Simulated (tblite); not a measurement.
# C4H6F4SeSi: the cost of one run

Programs: tblite 0.8.0 and PySCF 2.14.0, with density-fitted response routines of our own. Each step states its level of theory. These are calculated values for one molecule in the gas phase, unless marked as measured. Atoms count from 0, in the outputs and in this text.

### 1 The molecule as given

16 atoms, charge 0, multiplicity 1; geometry from: force field or distance geometry start.

Bonds of the start (Å): F0–C1 1.38, C1–Se2 1.93, Se2–Si3 2.29, Si3–C4 1.88, C4–C5 1.49, C5–F6 1.35, C5–C7 1.34, C7–F8 1.36, C7–F9 1.37, C1–H10 1.10, C1–H11 1.10, Si3–H12 1.46, Si3–H13 1.49, C4–H14 1.11, C4–H15 1.10.

### 2 Geometry optimisation with GFN2-xTB

Job settings and geometry (Å):

```
{"job": {"kind": "relax", "xc": "GFN2-xTB", "basis": "xTB"}, "charge": 0, "multiplicity": 1}
F      3.555100    -0.791700     0.374600
C      3.472800     0.322400    -0.438700
Se     1.862800     0.128700    -1.482100
Si     0.290200    -0.714100    -0.052400
C     -0.877800     0.609700     0.597300
C     -2.029900    -0.134500     1.177500
F     -1.899200    -1.006200     2.200000
C     -3.234600     0.101700     0.649700
F     -3.324700     0.982300    -0.383900
F     -4.318400    -0.558500     1.153500
H      4.380600     0.391500    -1.049000
H      3.334400     1.209000     0.195100
H     -0.548900    -1.743400    -0.662200
H      0.974300    -1.273200     1.143100
H     -0.366500     1.264400     1.330400
H     -1.277600     1.220600    -0.229400
```

Command:

```bash
$ OMP_NUM_THREADS=1 python probes_run.py task.json out
```

This one command runs all jobs of the session in turn.

Q: Estimate the wall time and peak memory of this first job on 1 thread of Arm Neoverse V1, shared host.

About 2 s, with a peak of 0.18 GiB.
